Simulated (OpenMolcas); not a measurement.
# [SiF5]− (SMILES F[Si-](F)(F)(F)F), step by step

We compute a single-point energy (HF/ANO-R0), then a single-point energy (CASSCF(2,2)/ANO-R1), then the energy along one coordinate (CASPT2(2,2)/ANO-R1), then an energy scan (SC-NEVPT2(2,2)/ANO-R1), then an energy scan (MC-PDFT[tPBE](2,2)/ANO-R1) of [SiF5]−. 

The calculation is run with OpenMolcas 26.06.

### 1 The molecule

[SiF5]−: 6 atoms, total charge -1, spin state singlet. SMILES: `F[Si-](F)(F)(F)F`. The coordinates come from a PBE0-D4/def2-TZVPD relaxation.

Bond lengths: F1–Si2 1.669 Å, Si2–F3 1.628 Å, Si2–F4 1.628 Å, Si2–F5 1.669 Å, Si2–F6 1.627 Å. Angles: F1–Si2–F3 90.0°, F1–Si2–F4 90.0°, F1–Si2–F5 180.0°, F1–Si2–F6 90.0°, F3–Si2–F4 120.0°, F3–Si2–F5 90.0°, F3–Si2–F6 120.0°, F4–Si2–F5 90.0°, F4–Si2–F6 120.0°, F5–Si2–F6 90.0°.

### 2 The energy at HF/ANO-R0 (sfX2C) (run 1)

Input file struct.xyz:

```xyz
6

F     -0.716900    -1.106000     1.023500
Si     0.000000     0.000000     0.000000
F     -1.466700     0.583500    -0.396400
F      0.651500    -1.218400    -0.860200
F      0.716500     1.105800    -1.024000
F      0.815500     0.635100     1.257000
```

Input file step1.inp:

```
>>> EXPORT MOLCAS_PRINT=2

&GATEWAY
  Coord
  struct.xyz
  Basis
  ANO-R0
  Group
  NoSym

&SEWARD

&SCF
  Charge
  -1
  PrOrbitals
  0

&LOCALISATION
  Occupied
  Freeze
  Pipek-Mezey

&LOCALISATION
  FileOrb
  $Project.LocOrb
  Virtual
  Pipek-Mezey
```

The run is started by

```sh
$ export MOLCAS_MEM=1860
$ pymolcas step1.inp > step1.log
```

What it wrote:

```text
--- Start Module: gateway ---
[...]
--- Stop Module: gateway /rc=_RC_ALL_IS_WELL_ ---
[...]
      Basis functions           34
[...]
       Convergence after  10 Iterations
[...]
::    Total SCF energy                               -786.6259196985
[...]
      Total spin, S                                     0.0000000000
[...]
      Total electronic charge=   60.000000
      Total            charge=   -1.000000
[...]
      Dipole Moment (debye):
      Origin of the operator (angstrom)=   -0.0000    0.0000   -0.0000
                   X=  3.2129E-04               Y=  8.9153E-05               Z=  3.9026E-04           Total=  5.1330E-04
      Center of Charge (angstrom)
[...]
--- Start Module: localisation ---
[...]
--- Stop Module: localisation /rc=_RC_ALL_IS_WELL_ ---
--- Start Module: localisation ---
[...]
--- Stop Module: localisation /rc=_RC_ALL_IS_WELL_ ---
[...]
```

It took 5.7 s on 1 thread of AMD EPYC 7R43 (Zen 3), shared host; peak memory 0.38 GiB.

### 3 A single-point energy at CASSCF(2,2)/ANO-R1 (sfX2C, RICD fitting) (run 2)

struct.xyz is that of step 2.

Input file step2.input:

```
* F5Si CASSCF
&GATEWAY
Coord = struct.xyz
Basis = ANO-R0
Group = NoSym
&SEWARD
&RASSCF
FileOrb = $CurrDir/step1.LocOrb
Alter = 2
1 15 30
1 31 34
Spin = 1
Nactel = 2 0 0
Inactive = 29
Ras2 = 2
OrbListing = Nothing
>>> COPY $Project.RunFile RUNFIL1
>>> COPY $Project.RasOrb INPORB
&GATEWAY
Coord = struct.xyz
Basis = ANO-R1
Group = NoSym
RICD
&SEWARD
>>> COPY $Project.RunFile RUNFIL2
&EXPBAS
&RASSCF
FileOrb = $Project.ExpOrb
Spin = 1
Nactel = 2 0 0
Inactive = 29
Ras2 = 2
OrbListing = Nothing
```

The run is started by

```sh
$ export MOLCAS_MEM=1860
$ pymolcas step2.input > step2.log
```

What it wrote:

```text
--- Start Module: gateway ---
[...]
--- Stop Module: gateway /rc=_RC_ALL_IS_WELL_ ---
[...]
      Basis functions           34
[...]
      Number of active orbitals                  2
[...]
      Spin quantum number                      0.0
[...]
      Active orbitals                            2
[...]
      Number of CSFs                             3
[...]
      Number of root(s) required                 1
[...]
 ###    WARNING: Large orbital rotation.                                     ###
 ###############################################################################
      Molecular orbital  31 of symmetry 1 MO space 2  weight is    0.404297
[...]
      Convergence after 10 iterations
[...]
      printout of CI-coefficients larger than  0.05 for root  1
      energy=    -786.638763
      conf/sym  11     Coeff  Weight
             1  20   0.99563 0.99128
             3  02  -0.09338 0.00872
      Natural orbitals and occupation numbers for root  1
      sym 1:   1.982562   0.017438
      ************************************************************************************************************************
      *                                                    Final results                                                     *
[...]
::    RASSCF root number  1 Total energy:   -786.63876328
[...]
      Basis functions           88
[...]
--- Start Module: expbas ---
[...]
--- Stop Module: expbas /rc=_RC_ALL_IS_WELL_ ---
--- Start Module: rasscf ---
[...]
      Convergence after 13 iterations
[...]
      Natural orbitals and occupation numbers for root  1
      sym 1:   1.986846   0.013154
      ************************************************************************************************************************
      *                                                    Final results                                                     *
[...]
::    RASSCF root number  1 Total energy:   -787.71569704
[...]
      Total electronic charge=   60.000000
      Total            charge=   -1.000000
[...]
      Dipole Moment (debye):
      Origin of the operator (angstrom)=   -0.0000    0.0000   -0.0000
                   X= -3.6808E-02               Y= -5.7216E-02               Z=  5.3653E-02           Total=  8.6644E-02
      Center of Charge (angstrom)
[...]
--- Stop Module: rasscf /rc=_RC_ALL_IS_WELL_ ---
[...]
```

Wall time 16 s (1 thread of AMD EPYC 7R43 (Zen 3), shared host); peak memory 0.38 GiB.

### 4 An energy scan at CASPT2(2,2)/ANO-R1 (sfX2C, RICD fitting, ipea shift 0.25 Eh, pt2 variant SS) (run 3)

Input file step3.input:

```
>>> EXPORT MOLCAS_PRINT=2
>>> COPY $CurrDir/step2.RasOrb $Project.RasOrb
>>> ForEach K in (1, 2, 3, 4, 5, 6, 7, 8, 9)
&gateway
coord
$CurrDir/point$K.xyz
basis
ANO-R1
group
NoSym
ricd
&seward
&rasscf
fileorb
$Project.RasOrb
spin
1
nactel
2 0 0
inactive
29
ras2
2
orblisting
Nothing
&caspt2
imaginary
0.2
frozen
10
>>> EndDo
```

The run is started by

```sh
$ export MOLCAS_MEM=1860
$ pymolcas step3.input > step3.log
```

What it wrote, cut to the lines that bear on the results:

```text
[...]
      Basis functions           88
[...]
      Number of active orbitals                  2
[...]
      Spin quantum number                      0.0
[...]
      Active orbitals                            2
[...]
      Number of CSFs                             3
[...]
      Number of root(s) required                 1
[...]
      Convergence after 11 iterations
[...]
      Natural orbitals and occupation numbers for root  1
      sym 1:   1.991152   0.008848
      ************************************************************************************************************************
      *                                                    Final results                                                     *
[...]
::    RASSCF root number  1 Total energy:   -787.69743509
[...]
      E2 (Variational):          -1.0295701214
[...]
::    CASPT2 Root  1     Total energy:   -788.72700521
[...]
      Convergence after 12 iterations
[...]
      Natural orbitals and occupation numbers for root  1
      sym 1:   1.986839   0.013161
      ************************************************************************************************************************
      *                                                    Final results                                                     *
[...]
      Convergence after 11 iterations
[...]
      Natural orbitals and occupation numbers for root  1
      sym 1:   1.935946   0.064054
      ************************************************************************************************************************
      *                                                    Final results                                                     *
[...]
      Convergence after 27 iterations
[...]
      Natural orbitals and occupation numbers for root  1
      sym 1:   1.902642   0.097358
      ************************************************************************************************************************
      *                                                    Final results                                                     *
[...]
      Convergence after 50 iterations
[...]
::    RASSCF root number  1 Total energy:   -787.49760538
[...]
::    CASPT2 Root  1     Total energy:   -788.49405192
[...]
      Convergence after 10 iterations
[...]
::    RASSCF root number  1 Total energy:   -787.49047522
[...]
      E2 (Variational):          -0.9868112705
[...]
::    CASPT2 Root  1     Total energy:   -788.47728649
[...]
```

Wall time 2 min (1 thread of AMD EPYC 7R43 (Zen 3), shared host).

The scan, from its lowest point:

```
Si2–F1 (Å)  energy (kJ/mol)
     1.502             43.4
     1.669              0.0
     1.836             33.6
     2.086            131.9
     2.420            268.3
     2.837            402.8
     3.338            514.6
     4.005            655.1
     5.006            699.1
```

### 5 An energy scan at SC-NEVPT2(2,2)/ANO-R1 (sfX2C, RICD fitting, pt2 variant SC-NEVPT2) (run 4)

Input file step4.input:

```
>>> COPY $CurrDir/step2.RasOrb $Project.RasOrb
>>> ForEach K in (1, 2, 3, 4, 5, 6, 7, 8, 9)

&GATEWAY
  COORD=$CurrDir/point$K.xyz
  BASIS=ANO-R1
  GROUP=NoSym
  RICD

&SEWARD

&RASSCF
  FILEORB=$Project.RasOrb
  SPIN=1
  NACTEL=2 0 0
  INACTIVE=29
  RAS2=2
  ORBLISTING=Nothing

&CASPT2
  SC-NEVPT2
  FROZEN=10
>>> EndDo
```

The run is started by

```sh
$ export MOLCAS_MEM=1860
$ pymolcas step4.input > step4.log
```

What it wrote, cut to the lines that bear on the results:

```text
[...]
      Basis functions           88
[...]
      Number of active orbitals                  2
[...]
      Spin quantum number                      0.0
[...]
      Active orbitals                            2
[...]
      Number of CSFs                             3
[...]
      Number of root(s) required                 1
[...]
      Convergence after 11 iterations
[...]
      Natural orbitals and occupation numbers for root  1
      sym 1:   1.991152   0.008848
      ************************************************************************************************************************
      *                                                    Final results                                                     *
[...]
::    RASSCF root number  1 Total energy:   -787.69743509
[...]
      E2 (Variational):          -1.0244412619
[...]
::    SC-NEVPT2 Root  1     Total energy:   -788.72178238
[...]
      Convergence after 12 iterations
[...]
      Natural orbitals and occupation numbers for root  1
      sym 1:   1.986839   0.013161
      ************************************************************************************************************************
      *                                                    Final results                                                     *
[...]
      Convergence after 11 iterations
[...]
      Natural orbitals and occupation numbers for root  1
      sym 1:   1.935946   0.064054
      ************************************************************************************************************************
      *                                                    Final results                                                     *
[...]
      Convergence after 27 iterations
[...]
      Natural orbitals and occupation numbers for root  1
      sym 1:   1.902642   0.097358
      ************************************************************************************************************************
      *                                                    Final results                                                     *
[...]
      Convergence after 50 iterations
[...]
::    RASSCF root number  1 Total energy:   -787.49760538
[...]
::    SC-NEVPT2 Root  1     Total energy:   -788.48926457
[...]
      Convergence after 10 iterations
[...]
::    RASSCF root number  1 Total energy:   -787.49047522
[...]
      E2 (Variational):          -0.9824634055
[...]
::    SC-NEVPT2 Root  1     Total energy:   -788.47293862
[...]
```

Wall time 1.9 min (1 thread of AMD EPYC 7R43 (Zen 3), shared host).

The scan, from its lowest point:

```
Si2–F1 (Å)  energy (kJ/mol)
     1.502             48.2
     1.669              0.0
     1.836             29.3
     2.086            123.6
     2.420            258.1
     2.837            392.2
     3.338            504.7
     4.005            658.7
     5.006            701.5
```

### 6 The energy along one coordinate at MC-PDFT[tPBE](2,2)/ANO-R1 (sfX2C, RICD fitting) (run 5)

Input file step5.inp:

```
* F5Si MC-PDFT
>>> EXPORT MOLCAS_PRINT=2
>>> COPY $CurrDir/step2.RasOrb $Project.RasOrb
>>> ForEach K in (1, 2, 3, 4, 5, 6, 7, 8, 9)
&GATEWAY
Coord
$CurrDir/point$K.xyz
Basis
ANO-R1
Group
NoSym
RICD
&SEWARD
&RASSCF
FileOrb
$Project.RasOrb
Spin
1
Nactel
2 0 0
Inactive
29
Ras2
2
OrbListing
Nothing
&MCPDFT
KSDFT
T:PBE
>>> EndDo
```

The run is started by

```sh
$ export MOLCAS_MEM=1860
$ pymolcas step5.inp > step5.log
```

What it wrote, cut to the lines that bear on the results:

```text
--- Start Module: gateway ---
[...]
      Basis functions           88
[...]
      Number of active orbitals                  2
[...]
      Spin quantum number                      0.0
[...]
      Active orbitals                            2
[...]
      Number of CSFs                             3
[...]
      Number of root(s) required                 1
[...]
      Convergence after 11 iterations
[...]
      Natural orbitals and occupation numbers for root  1
      sym 1:   1.991152   0.008848
      ************************************************************************************************************************
      *                                                    Final results                                                     *
[...]
::    RASSCF root number  1 Total energy:   -787.69743509
[...]
::    MCPDFT root number  1 Total energy:   -789.58899872
[...]
      Convergence after 12 iterations
[...]
      Natural orbitals and occupation numbers for root  1
      sym 1:   1.986839   0.013161
      ************************************************************************************************************************
      *                                                    Final results                                                     *
[...]
      Convergence after 11 iterations
[...]
      Natural orbitals and occupation numbers for root  1
      sym 1:   1.935946   0.064054
      ************************************************************************************************************************
      *                                                    Final results                                                     *
[...]
      Convergence after 27 iterations
[...]
      Natural orbitals and occupation numbers for root  1
      sym 1:   1.902642   0.097358
      ************************************************************************************************************************
      *                                                    Final results                                                     *
[...]
      Convergence after 50 iterations
[...]
::    RASSCF root number  1 Total energy:   -787.49760538
[...]
::    MCPDFT root number  1 Total energy:   -789.37622488
[...]
      Convergence after 10 iterations
[...]
::    RASSCF root number  1 Total energy:   -787.49047522
[...]
      Total electronic charge=   60.000000
      Total            charge=   -1.000000
[...]
::    MCPDFT root number  1 Total energy:   -789.34411887
[...]
```

Run time: 1.8 min. Hardware: 1 thread of AMD EPYC 7R43 (Zen 3), shared host.

The scan, from its lowest point:

```
Si2–F1 (Å)  energy (kJ/mol)
     1.502             54.5
     1.669              0.0
     1.836             20.5
     2.086             99.7
     2.420            215.2
     2.837            327.6
     3.338            411.0
     4.005            613.2
     5.006            697.5
```

### 7 Outcome

```
                                                               quantity          value
                                         run 1, HF/ANO-R0: total energy  -786.62592 Eh
                                          run 1, HF/ANO-R0: HOMO energy       -4.57 eV
                                          run 1, HF/ANO-R0: LUMO energy       17.64 eV
run 1, HF/ANO-R0: HOMO–LUMO gap (to an unbound level, set by the basis)       22.21 eV
                                run 2, CASSCF(2,2)/ANO-R1: total energy  -787.71570 Eh
                   run 3, CASPT2(2,2)/ANO-R1: lowest energy of the scan  -788.74355 Eh
                run 4, SC-NEVPT2(2,2)/ANO-R1: lowest energy of the scan  -788.74013 Eh
            run 5, MC-PDFT[tPBE](2,2)/ANO-R1: lowest energy of the scan  -789.60977 Eh
```

What this shows: Mulliken charges (run 1, HF/ANO-R0) run from -0.50 on F1 to +1.45 on Si2. The run (run 3, CASPT2(2,2)/ANO-R1) may have ended on a state above the lowest. The run (run 4, SC-NEVPT2(2,2)/ANO-R1) may have ended on a state above the lowest. The run (run 5, MC-PDFT[tPBE](2,2)/ANO-R1) may have ended on a state above the lowest.
